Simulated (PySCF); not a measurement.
F2AlBr, in a box:

```
F Al Br
1.0
    12.00000    0.00000    0.00000
     0.00000   12.00000    0.00000
     0.00000    0.00000   12.00000
F Al Br
2 1 1
Direct
  0.60492 0.57615 0.59385
  0.53180 0.38429 0.48129
  0.52177 0.51807 0.50331
  0.39725 0.61921 0.41181
```

Base run:

* Program: PySCF 2.14.0
* Functional: PBE
* Potentials or basis: def2-svp (all-electron)
* k mesh: 1 × 1 × 1
* Occupations: fixed
* Spin: no spin polarisation

Its results: gap between the frontier levels 5.61 eV.

Problem. After a change of settings the same cell gave: gap between the frontier levels 6.59 eV. Which change was it?
A. functional from PBE to M06-L; dispersion from none to D4
B. functional from PBE to r2SCAN0; dispersion from none to D4
C. functional from PBE to AM05; dispersion from none to D4
D. functional from PBE to PBEsol0

Solution. A.

Caveats: this is a molecule in a periodic box at the Γ point, so its band gap is the HOMO-LUMO gap; relativity is left out, which matters for the heavier elements; the basis of atomic orbitals isn't converged, which shifts pressures, moduli and gaps.
